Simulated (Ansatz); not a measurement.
# AsH₆InO₃: one species, many methods

An exercise on one series of results from a longer session: the logs are not shown, and one member is left open.

The runs use Ansatz 0.2.0, Gaussian basis; functionals in def2-TZVPP, the program's frozen cores in correlated methods.

Levels to be run: LDA (SPW92), PBE-D4, revPBE-D4, BLYP-D4, r2SCAN-D4, B97M-V, PBE0-D4, B3LYP-D4, r2SCANh-D4, r2SCAN0-D4, HSE06-D4, BHLYP-D4, CAM-B3LYP-D4, LC-ωPBE, ωB97X-V, ωB97M-V, B2PLYP, PBE-QIDH; CCSD(T)/def2-SVP; CCSD(T)/def2-TZVPP; MP2/def2-QZVPP; extrapolation to the limit; RPA on PBE.

1 further run of the same task is left out (it didn't finish).

### Structure used throughout

The geometry comes from an earlier relaxation with PBE0-D4 in a triple-zeta def2 set; it is a stationary point, not always the lowest conformer. In takes the def2 core potential; no spin-orbit term is included.

SMILES `[OH][In-]([OH])([OH])[AsH3+]`, 11 atoms, charge 0, spin multiplicity 1.

Atoms are counted from 1 here; the program's logs count them from 0.

Bond lengths: O1–In2 1.993 Å, O1–H6 0.960 Å, In2–O3 1.993 Å, In2–O4 1.993 Å, In2–As5 2.871 Å, O3–H7 0.960 Å, O4–H8 0.960 Å, As5–H9 1.508 Å, As5–H10 1.508 Å, As5–H11 1.508 Å. Angles: In2–O1–H6 111.8°, O1–In2–O3 119.0°, O1–In2–O4 119.0°, O1–In2–As5 95.8°, O3–In2–O4 119.0°, O3–In2–As5 95.9°, O4–In2–As5 95.9°, In2–O3–H7 111.7°, In2–O4–H8 111.8°, In2–As5–H9 120.1°, In2–As5–H10 120.0°, In2–As5–H11 120.0°, H9–As5–H10 97.1°, H9–As5–H11 97.1°, H10–As5–H11 97.1°.

Set-up of the first run:

The input, in.yaml:

```yaml
crystal:
  periodic: [false, false, false]
  atoms:
    - {symbol: O, position_ang: [-1.876742, 0.298258, 1.374190]}
    - {symbol: In, position_ang: [-0.070962, -0.439294, 0.963367]}
    - {symbol: O, position_ang: [1.536158, 0.461646, 1.724610]}
    - {symbol: O, position_ang: [0.083169, -2.328643, 0.346807]}
    - {symbol: As, position_ang: [0.138343, 0.739261, -1.646693]}
    - {symbol: H, position_ang: [-1.833853, 1.003091, 2.024684]}
    - {symbol: H, position_ang: [2.268135, -0.149900, 1.834524]}
    - {symbol: H, position_ang: [-0.757376, -2.789669, 0.398862]}
    - {symbol: H, position_ang: [1.351194, 0.471839, -2.502212]}
    - {symbol: H, position_ang: [0.128177, 2.239441, -1.800815]}
    - {symbol: H, position_ang: [-0.900944, 0.436870, -2.696822]}
basis:
  gaussian: {orbitals: def2-TZVPP}
hamiltonian: {xc: lda}
output: {orbitals: {seedname: orbitals}}
```

Command:

```
$ ansatz run in.yaml --threads 2 --pin off --events-out ev --progress --plain --max-ram 32768MiB --backend cpu
```

Steps of the session up to this table: LDA; PBE-D4 (GGA); revPBE-D4 (GGA); BLYP-D4 (GGA); r2SCAN-D4 (meta-GGA); B97M-V (meta-GGA); B3LYP-D4 (hybrid); r2SCANh-D4 (hybrid); r2SCAN0-D4 (hybrid); HSE06-D4 (hybrid); BHLYP-D4 (hybrid); CAM-B3LYP-D4 (range-separated); LC-ωPBE (range-separated); ωB97X-V (range-separated); ωB97M-V (range-separated); B2PLYP (double hybrid); PBE-QIDH (double hybrid).

One of the session's tables, all rows but one given; the rest of the session is left out.

It belongs to the step «Orbital energies across the functionals». 

| functional | HOMO (eV) | gap (eV) |
| --- | --- | --- |
| LDA (SPW92) | -6.55 | 4.27 |
| PBE-D4 | -6.33 | 4.33 |
| revPBE-D4 | -6.25 | 4.38 |
| BLYP-D4 | -6.26 | 4.25 |
| r2SCAN-D4 | -6.68 | 5.01 |
| B97M-V | -6.75 | 4.92 |
| PBE0-D4 | -7.98 | 6.91 |
| B3LYP-D4 | -7.76 | 6.32 |
| r2SCANh-D4 | -7.32 | 5.96 |
| r2SCAN0-D4 | -8.23 | 7.35 |
| HSE06-D4 | -7.58 | 6.14 |
| BHLYP-D4 | -9.39 | 9.12 |
| CAM-B3LYP-D4 | -9.41 | 9.21 |
| LC-ωPBE | -10.71 | 11.85 |
| ωB97X-V | -10.37 | 11.32 |
| ωB97M-V | ? | ? |

**Question.** Estimate the row for ωB97M-V.

As computed: HOMO (eV): -10.31; gap (eV): 10.99. In the column «HOMO (eV)» it lies between ωB97X-V (-10.37) and CAM-B3LYP-D4 (-9.41).
